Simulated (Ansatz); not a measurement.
# La2GeBO6: the cost of one run

Program: Ansatz 0.2.0. Level of theory: reference: DFT LDA, plane waves, PAW, scalar-relativistic, no spin polarisation. These are calculated values, not measurements.

## (1) The system as given

It takes space group R3 (No. 146, trigonal). The conventional cell has a = 5.453 Å, b = 5.453 Å, c = 13.185 Å, α = 90.00°, β = 90.00°, γ = 120.00°. Around La (site symmetry 3) lie 9 O at 2.41 to 2.77 Å. Ge (site symmetry 3) is surrounded by 6 O at 1.84 to 1.85 Å. B (site symmetry 3) is surrounded by 6 O at 2.02 to 2.07 Å. Around O (site symmetry 1) lie 1 Ge at 1.84 Å and 1 La at 2.46 Å. O (site symmetry 1) is surrounded by 1 Ge at 1.85 Å and 1 La at 2.41 Å. La (site symmetry 3) is surrounded by 9 O at 2.46 to 2.75 Å.

Coordinates:

```cif
data_structure
_symmetry_space_group_name_H-M 'P 1'
_symmetry_Int_Tables_number 1
_cell_length_a 5.4062
_cell_length_b 5.4062
_cell_length_c 5.4062
_cell_angle_alpha 60.571
_cell_angle_beta 60.571
_cell_angle_gamma 60.571
_cell_volume 113.17
loop_
_atom_site_label
_atom_site_type_symbol
_atom_site_fract_x
_atom_site_fract_y
_atom_site_fract_z
_atom_site_occupancy
La1 La 0.75200 0.75200 0.75200 1
Ge1 Ge 0.50300 0.50300 0.50300 1
B1 B 0.00000 0.00000 0.00000 1
O1 O 0.69000 0.25500 0.78900 1
O2 O 0.78900 0.69000 0.25500 1
O3 O 0.25500 0.78900 0.69000 1
O4 O 0.20800 0.32400 0.73500 1
O5 O 0.73500 0.20800 0.32400 1
O6 O 0.32400 0.73500 0.20800 1
La2 La 0.24800 0.24800 0.24800 1
```

## (2) The reference run

The input, input.yaml:

```yaml
crystal:
  lattice:
    - [2.726388, 1.574079, 4.395032]
    - [-2.726388, 1.574079, 4.395032]
    - [0.0, -3.148159, 4.395032]
  atoms:
    - { symbol: La, position: [0.752, 0.752, 0.752] }
    - { symbol: Ge, position: [0.503, 0.503, 0.503] }
    - { symbol: B, position: [0.0, 0.0, 0.0] }
    - { symbol: O, position: [0.69, 0.255, 0.789] }
    - { symbol: O, position: [0.789, 0.69, 0.255] }
    - { symbol: O, position: [0.255, 0.789, 0.69] }
    - { symbol: O, position: [0.208, 0.324, 0.735] }
    - { symbol: O, position: [0.735, 0.208, 0.324] }
    - { symbol: O, position: [0.324, 0.735, 0.208] }
    - { symbol: La, position: [0.248, 0.248, 0.248] }
  symmetry: { tolerance: 0.0003 }
kpoints:
  mp_grid: { grid: [4, 4, 4], shift: [0, 0, 0] }
magnetization:
  spin_polarized: false
scf:
  occupations: { method: fermi_dirac }
hamiltonian:
  pseudopotentials: { kind: paw }
  xc: lda
basis:
  ecutwfc: 420
output:
  forces: true
  stress: true
  eigenvalues: true
```

The run is started by

```bash
ansatz run input.yaml --threads 1 --pin off --max-ram 2560MiB --backend cpu --events-out ev --progress --plain --runs-dir out
```

Q: Estimate wall time and peak memory on 1 thread of Arm Neoverse V1, shared host.

About 11 s, with a peak of 0.36 GiB.
